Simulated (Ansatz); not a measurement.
# BF2H4N: the cost of one run

Computed with Ansatz 0.2.0, Gaussian basis. Level: PBE0-D4/def2-SVP.

### 1 Where the work starts

The start, a first-order saddle point found at PBE0-D4 in triple zeta: 8 atoms, charge 0, spin multiplicity 1.

Atoms are counted from 1 here; the program's logs count them from 0.

Bond lengths: B1–N2 1.550 Å, B1–F3 1.348 Å, B1–F4 1.348 Å, B1–H6 1.431 Å, N2–H7 1.010 Å, N2–H8 1.009 Å. Angles: N2–B1–F3 114.3°, N2–B1–F4 114.3°, N2–B1–H6 94.7°, F3–B1–F4 118.4°, F3–B1–H6 105.7°, F4–B1–H6 105.7°, B1–N2–H7 117.3°, B1–N2–H8 117.3°, H7–N2–H8 113.2°.

Geometry (Å):

```mol
BF2H4N
  3D, bonds by distance, orders not assigned

  8  6  0  0  0  0  0  0  0  0999 V2000
   -0.6185   -0.2532   -0.0339 B   0  0
    0.9066    0.0224   -0.0388 N   0  0
   -1.1482   -0.4591   -1.2565 F   0  0
   -1.0392   -1.0276    0.9865 F   0  0
    0.0472    1.0104    0.2520 H   0  0
   -0.9773    1.0855    0.3228 H   0  0
    1.4540   -0.3932    0.7007 H   0  0
    1.3755    0.0148   -0.9327 H   0  0
  1  2  8  0
  1  3  8  0
  1  4  8  0
  1  6  8  0
  2  7  8  0
  2  8  8  0
M  END
```

### 2 The run

md/in.yaml reads:

```yaml
crystal:
  periodic: [false, false, false]
  atoms:
    - {symbol: B, position_ang: [-0.618455, -0.253228, -0.033893]}
    - {symbol: N, position_ang: [0.906613, 0.022424, -0.038776]}
    - {symbol: F, position_ang: [-1.148217, -0.459097, -1.256531]}
    - {symbol: F, position_ang: [-1.039206, -1.027572, 0.986506]}
    - {symbol: H, position_ang: [0.047214, 1.010388, 0.251956]}
    - {symbol: H, position_ang: [-0.977335, 1.085515, 0.322755]}
    - {symbol: H, position_ang: [1.454001, -0.393228, 0.700653]}
    - {symbol: H, position_ang: [1.375485, 0.014798, -0.932670]}
basis:
  gaussian: {orbitals: def2-SVP}
hamiltonian: {xc: pbe0, dispersion: d4}
md: {n_steps: 80, timestep: 0.25, temperature: 200, ensemble: nvt_nose_hoover, seed: 821, initial_velocities: maxwell_boltzmann}
```

Launch:

```sh
> ansatz run in.yaml --threads 2 --pin off --events-out ev --progress --plain --max-ram 4352MiB
```

**Question.** How long does this run take on 2 threads of Intel Xeon Platinum 8488C, shared host?

About 88 s.
